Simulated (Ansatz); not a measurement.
# Ag: the cost of one run

Method: DFT r2SCAN, scalar-relativistic, plane waves, PAW, in Ansatz 0.2.0.

## 1. The structure to begin with

The structure is hexagonal, space group P6_3/mmc (No. 194). Conventional cell: a = 2.930 Å, b = 2.930 Å, c = 4.790 Å, α = 90.00°, β = 90.00°, γ = 120.00°. Ag (site symmetry -6m2) is surrounded by 12 Ag at 2.93 Å.

Structure file:

```cif
data_structure
_symmetry_space_group_name_H-M 'P6_3/mmc'
_symmetry_Int_Tables_number 194
_cell_length_a 2.9300
_cell_length_b 2.9300
_cell_length_c 4.7900
_cell_angle_alpha 90.000
_cell_angle_beta 90.000
_cell_angle_gamma 120.000
_cell_volume 35.61
loop_
_atom_site_label
_atom_site_type_symbol
_atom_site_symmetry_multiplicity
_atom_site_Wyckoff_symbol
_atom_site_fract_x
_atom_site_fract_y
_atom_site_fract_z
_atom_site_occupancy
Ag1 Ag 2 c 0.33333 0.66667 0.25000 1
```

The cell is taken as given, not relaxed at this level.

## 2. The reference cell

The reference gives a free energy of -15207.6579 eV, pressure -3.13 GPa, largest force 0.000 eV/Å and gap on the mesh none (metal). It was computed beforehand with the settings of the runs below.

## 3. Setting up an energy map of one atom

Atom 1 (Ag) is moved by p along (0.000, 1.000, 0.000) and q along (0.000, 0.000, 1.000) (Å), all else fixed; its images in the other cells move with it. Points alike by symmetry are run once.

## 4. At p = -0.450, q = -0.450

File input.yaml:

```yaml
crystal:
  lattice:
    - [2.9299980804, 0.0, 0.0]
    - [-1.4649990402, 2.5374527707, 0.0]
    - [0.0, 0.0, 4.79]
  atoms:
    - { symbol: Ag, position: [0.2446617322, 0.4893234644, 0.1560542797] }
    - { symbol: Ag, position: [0.6666666667, 0.3333333333, 0.75] }
basis:
  ecutwfc: 300.0
kpoints:
  mp_grid: { grid: [9, 9, 6] }
hamiltonian:
  xc: r2scan
scf:
  occupations: { method: gaussian, width: 0.15 }
output:
  forces: true
  stress: true
  eigenvalues: true
```

Started as:

```console
$ ansatz run input.yaml --threads 1 --pin off --max-ram 1536MiB --backend cpu --events-out ev --progress --plain --runs-dir out
```

**Question.** How long does this run take on 1 thread of Arm Neoverse N1, shared host, and how much memory does it need?

About 13 s, with a peak of 0.42 GiB.
